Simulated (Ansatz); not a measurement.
# GaH₆OPSi: up Jacob's ladder to CCSD(T)

An exercise on one series of results from a longer session: the logs are not shown, and one member is left open.

Program: Ansatz 0.2.0, Gaussian basis. Level of theory: functionals in def2-TZVPP, the program's frozen cores in correlated methods. These are calculated values, not measurements.

Plan: LDA (SPW92), PBE-D4, revPBE-D4, BLYP-D4, r2SCAN-D4, B97M-V, PBE0-D4, B3LYP-D4, r2SCANh-D4, r2SCAN0-D4, HSE06-D4, BHLYP-D4, CAM-B3LYP-D4, LC-ωPBE, ωB97X-V, ωB97M-V, B2PLYP, PBE-QIDH; CCSD(T)/def2-SVP; CCSD(T)/def2-TZVPP; MP2/def2-QZVPP; extrapolation to the limit; RPA on PBE.

### The relaxed structure

All runs share one geometry, relaxed beforehand with PBE0-D4 in a triple-zeta def2 set.

SMILES `OP[SiH2][GaH2]`, 10 atoms, charge 0, spin multiplicity 1.

Atoms are counted from 1 here; the program's logs count them from 0.

Bond lengths: O1–P2 1.729 Å, O1–H5 0.962 Å, P2–Si3 2.287 Å, P2–H6 1.421 Å, Si3–Ga4 2.433 Å, Si3–H7 1.489 Å, Si3–H8 1.489 Å, Ga4–H9 1.569 Å, Ga4–H10 1.574 Å. Angles: P2–O1–H5 111.6°, O1–P2–Si3 90.8°, O1–P2–H6 95.9°, Si3–P2–H6 95.0°, P2–Si3–Ga4 84.6°, P2–Si3–H7 108.6°, P2–Si3–H8 110.2°, Ga4–Si3–H7 120.1°, Ga4–Si3–H8 122.0°, H7–Si3–H8 107.8°, Si3–Ga4–H9 119.7°, Si3–Ga4–H10 118.2°, H9–Ga4–H10 121.0°.

Coordinates:

```mol
GaH6OPSi
  3D, bonds by distance, orders not assigned

 10  9  0  0  0  0  0  0  0  0999 V2000
   -0.3533    1.3089   -0.6254 O   0  0
   -1.0607   -0.0871   -1.3603 P   0  0
    0.0467   -1.4552    0.0998 Si  0  0
    0.9999    0.6134    0.9541 Ga  0  0
   -0.1054    1.9672   -1.2812 H   0  0
   -2.2665   -0.0533   -0.6085 H   0  0
    0.8928   -2.3994   -0.6815 H   0  0
   -0.9266   -2.2610    0.8877 H   0  0
    0.3863    1.2802    2.2352 H   0  0
    2.3868    1.0863    0.3802 H   0  0
  1  2  8  0
  2  3  8  0
  3  4  8  0
  1  5  8  0
  2  6  8  0
  3  7  8  0
  3  8  8  0
  4  9  8  0
  4 10  8  0
M  END
```

The first run:

Input file in.yaml:

```yaml
crystal:
  periodic: [false, false, false]
  atoms:
    - {symbol: O, position_ang: [-0.353329, 1.308898, -0.625393]}
    - {symbol: P, position_ang: [-1.060746, -0.087080, -1.360263]}
    - {symbol: Si, position_ang: [0.046692, -1.455173, 0.099786]}
    - {symbol: Ga, position_ang: [0.999891, 0.613408, 0.954120]}
    - {symbol: H, position_ang: [-0.105389, 1.967165, -1.281231]}
    - {symbol: H, position_ang: [-2.266501, -0.053332, -0.608515]}
    - {symbol: H, position_ang: [0.892802, -2.399368, -0.681533]}
    - {symbol: H, position_ang: [-0.926553, -2.261047, 0.887660]}
    - {symbol: H, position_ang: [0.386335, 1.280207, 2.235189]}
    - {symbol: H, position_ang: [2.386780, 1.086323, 0.380189]}
basis:
  gaussian: {orbitals: def2-TZVPP}
hamiltonian: {xc: lda}
output: {orbitals: {seedname: orbitals}}
```

On the command line:

```
ansatz run in.yaml --threads 2 --pin off --events-out ev --progress --plain --max-ram 31744MiB --backend cpu
```

Steps of the session up to this table: LDA; PBE-D4 (GGA); revPBE-D4 (GGA); BLYP-D4 (GGA); r2SCAN-D4 (meta-GGA); B97M-V (meta-GGA); PBE0-D4 (hybrid); B3LYP-D4 (hybrid); r2SCANh-D4 (hybrid); r2SCAN0-D4 (hybrid); HSE06-D4 (hybrid); BHLYP-D4 (hybrid); CAM-B3LYP-D4 (range-separated); LC-ωPBE (range-separated); ωB97X-V (range-separated); ωB97M-V (range-separated); B2PLYP (double hybrid); PBE-QIDH (double hybrid).

One table of the session follows, with a row left open; its other results are not shown here.

It belongs to the step «Frontier levels by functional». 

```
  functional  HOMO (eV)  LUMO (eV)  gap (eV)
 LDA (SPW92)      -5.87      -2.64      3.23
      PBE-D4      -5.76      -2.43      3.33
   revPBE-D4      -5.72      -2.33      3.39
     BLYP-D4      -5.61      -2.29      3.32
   r2SCAN-D4      -5.98      -2.20      3.78
      B97M-V      -6.07      -2.30      3.77
     PBE0-D4      -6.76      -1.58      5.18
    B3LYP-D4      -6.56      -1.77      4.79
  r2SCANh-D4      -6.35      -1.89      4.45
  r2SCAN0-D4      -6.90      -1.45      5.45
    HSE06-D4      -6.37      -1.95      4.42
    BHLYP-D4      -7.63      -0.67      6.96
CAM-B3LYP-D4      -7.95      -0.56      7.39
     LC-ωPBE      -9.22       0.57      9.80
     ωB97X-V      -8.91       0.42      9.34
     ωB97M-V          ?          ?         ?
```

Estimate the missing values for ωB97M-V.

**Answer.** HOMO (eV): -8.71; LUMO (eV): 0.19; gap (eV): 8.90. In the column «HOMO (eV)» it lies between ωB97X-V (-8.91) and CAM-B3LYP-D4 (-7.95).
